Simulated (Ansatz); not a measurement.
**Alloy of GaP and GaN (1 of 8 P sites exchanged), 16 atoms with displaced atoms**

Aim: a base single point, then the same cell under other settings, to see what each one moves.

All numbers are computed with Ansatz 0.2.0 (PAW, plane waves).

## (1) Starting point

16 atoms (8 Ga, 7 P, 1 N); a = 10.632 Å, b = 5.316 Å, c = 5.316 Å, α = 90.00°, β = 90.00°, γ = 90.00°. All atoms were shaken off their sites by about 0.07 Å along each axis.

Coordinates:

```cif
data_structure
_symmetry_space_group_name_H-M 'P 1'
_symmetry_Int_Tables_number 1
_cell_length_a 10.6325
_cell_length_b 5.3162
_cell_length_c 5.3162
_cell_angle_alpha 90.000
_cell_angle_beta 90.000
_cell_angle_gamma 90.000
_cell_volume 300.50
loop_
_atom_site_label
_atom_site_type_symbol
_atom_site_fract_x
_atom_site_fract_y
_atom_site_fract_z
_atom_site_occupancy
Ga1 Ga 0.00478 0.99607 0.01732 1
Ga2 Ga 0.49618 0.98803 0.00331 1
Ga3 Ga 0.25317 0.50675 0.00365 1
Ga4 Ga 0.74135 0.49036 0.99720 1
Ga5 Ga 0.24066 0.98545 0.50303 1
Ga6 Ga 0.75528 0.01135 0.50981 1
Ga7 Ga 0.00672 0.49526 0.49230 1
Ga8 Ga 0.48781 0.48615 0.52420 1
P1 P 0.13788 0.24447 0.23656 1
P2 P 0.37263 0.74603 0.25864 1
P3 P 0.87241 0.74752 0.24674 1
P4 P 0.36955 0.25088 0.74956 1
P5 P 0.87475 0.22223 0.74337 1
P6 P 0.13382 0.72712 0.74648 1
P7 P 0.62255 0.74085 0.73425 1
N1 N 0.63842 0.23369 0.25790 1
```

## (2) PBEsol on the given atoms

File in.yaml:

```yaml
crystal:
  lattice:
    - [10.632480, 0.000000, 0.000000]
    - [0.000000, 5.316240, 0.000000]
    - [0.000000, 0.000000, 5.316240]
  atoms:
    - { symbol: Ga, position: [0.004777, 0.996074, 0.017319] }
    - { symbol: Ga, position: [0.496178, 0.988032, 0.003308] }
    - { symbol: Ga, position: [0.253170, 0.506755, 0.003655] }
    - { symbol: Ga, position: [0.741351, 0.490357, 0.997199] }
    - { symbol: Ga, position: [0.240663, 0.985448, 0.503028] }
    - { symbol: Ga, position: [0.755275, 0.011352, 0.509807] }
    - { symbol: Ga, position: [0.006718, 0.495259, 0.492300] }
    - { symbol: Ga, position: [0.487809, 0.486152, 0.524204] }
    - { symbol: P, position: [0.137882, 0.244468, 0.236561] }
    - { symbol: P, position: [0.372632, 0.746025, 0.258639] }
    - { symbol: P, position: [0.872409, 0.747516, 0.246742] }
    - { symbol: P, position: [0.369554, 0.250878, 0.749563] }
    - { symbol: P, position: [0.874749, 0.222230, 0.743373] }
    - { symbol: P, position: [0.133819, 0.727124, 0.746478] }
    - { symbol: P, position: [0.622555, 0.740852, 0.734249] }
    - { symbol: N, position: [0.638419, 0.233689, 0.257902] }
  symmetry: { detect: false }
kpoints:
  mp_grid: { grid: [1, 1, 1], shift: [0.25, 0.25, 0.25] }
hamiltonian:
  xc: pbesol
scf:
  occupations: { method: fermi_dirac, width: 0.01 }
output:
  forces: true
  eigenvalues: true
  stress: true
  populations: true
```

Run with:

```bash
ansatz run in.yaml --threads 2 --pin off --max-ram 20900MiB --runs-dir r --events-out ev --progress --plain
```

## (3) Run again with density cutoff ratio 2, mixing beta 0.2, mixer broyden

in.yaml, as its differences from that of step 2:

```diff
@@ -25,2 +25,3 @@
   mp_grid: { grid: [1, 1, 1], shift: [0.25, 0.25, 0.25] }
+basis: { ecutrho_ratio: 2 }
 hamiltonian:
@@ -29,2 +30,4 @@
   occupations: { method: fermi_dirac, width: 0.01 }
+  max_iter: 90
+  mixing: { beta: 0.2, algorithm: broyden }
 output:
@@ -33,2 +36,5 @@
   stress: true
-  populations: true
+  write_density: true
+  write_potential: true
+  elf: true
+  volumetric_format: npy
```

## (4) Run again with mixer linear, cutoff 800 eV, k points Γ alone

in.yaml, as its differences from that of step 3:

```diff
@@ -22,6 +22,5 @@
     - { symbol: N, position: [0.638419, 0.233689, 0.257902] }
-  symmetry: { detect: false }
 kpoints:
-  mp_grid: { grid: [1, 1, 1], shift: [0.25, 0.25, 0.25] }
-basis: { ecutrho_ratio: 2 }
+  mp_grid: { grid: [1, 1, 1] }
+basis: { ecutwfc: 800 }
 hamiltonian:
@@ -30,4 +29,4 @@
   occupations: { method: fermi_dirac, width: 0.01 }
-  max_iter: 90
-  mixing: { beta: 0.2, algorithm: broyden }
+  max_iter: 60
+  mixing: { algorithm: linear }
 output:
@@ -36,5 +35 @@
   stress: true
-  write_density: true
-  write_potential: true
-  elf: true
-  volumetric_format: npy
```

## (5) Changed settings: cutoff 180 eV

in.yaml, as its differences from that of step 4:

```diff
@@ -22,5 +22,6 @@
     - { symbol: N, position: [0.638419, 0.233689, 0.257902] }
+  symmetry: { detect: false }
 kpoints:
-  mp_grid: { grid: [1, 1, 1] }
-basis: { ecutwfc: 800 }
+  mp_grid: { grid: [1, 1, 1], shift: [0.25, 0.25, 0.25] }
+basis: { ecutwfc: 180 }
 hamiltonian:
@@ -30,3 +31,2 @@
   max_iter: 60
-  mixing: { algorithm: linear }
 output:
```

## (6) Variant: functional PBE, cutoff 650 eV

in.yaml, as its differences from that of step 5:

```diff
@@ -25,5 +25,5 @@
   mp_grid: { grid: [1, 1, 1], shift: [0.25, 0.25, 0.25] }
-basis: { ecutwfc: 180 }
+basis: { ecutwfc: 650 }
 hamiltonian:
-  xc: pbesol
+  xc: pbe
 scf:
```

## (7) Run again with accuracy high, density cutoff ratio 8, at most 9 cycles

in.yaml, as its differences from that of step 6:

```diff
@@ -1 +1,2 @@
+accuracy: high
 crystal:
@@ -25,8 +26,8 @@
   mp_grid: { grid: [1, 1, 1], shift: [0.25, 0.25, 0.25] }
-basis: { ecutwfc: 650 }
+basis: { ecutrho_ratio: 8 }
 hamiltonian:
-  xc: pbe
+  xc: pbesol
 scf:
   occupations: { method: fermi_dirac, width: 0.01 }
-  max_iter: 60
+  max_iter: 9
 output:
@@ -35 +36,5 @@
   stress: true
+  write_density: true
+  write_potential: true
+  elf: true
+  volumetric_format: npy
```

**Question.** What will these runs give? Wanted: for each run, settings; status; energy from base; forces from base.

The runs gave:

| settings | status | cycles | time | energy from base (meV/atom) | forces from base (eV/Å rms) | filled to empty level on the mesh (eV) |
| --- | --- | --- | --- | --- | --- | --- |
| base | converged | 9 | 2.6 s (2 CPU threads) | 0 | 0 | 2.12 |
| density cutoff ratio 2, mixing beta 0.2, mixer broyden | converged, settings too loose | 12 | 3 s (2 CPU threads) | -8.3 | 0.006 | 2.12 |
| mixer linear, cutoff 800 eV, k points Γ alone | refused | - | 0.1 s (2 CPU threads) | - | - | - |
| cutoff 180 eV | converged, settings too loose | 10 | 1.2 s (2 CPU threads) | +8486.6 | 0.272 | 1.93 |
| functional PBE, cutoff 650 eV | converged | 9 | 3.8 s (2 CPU threads) | - | 0.029 | 2.22 |
| accuracy high, density cutoff ratio 8, at most 9 cycles | converged | 9 | 4 s (2 CPU threads) | 0.0 | 0.000 | 2.12 |

**Reading.** Among these variants the forces move most with cutoff 180 eV (0.272 eV/Å rms) and least with accuracy high, density cutoff ratio 8, at most 9 cycles (0.000). The base mesh is coarse for so small a cell, so pressure, spacing and their changes aren't converged values of the solid. 1 of 5 variants gave no result: mixer linear, cutoff 800 eV, k points Γ alone (refused).
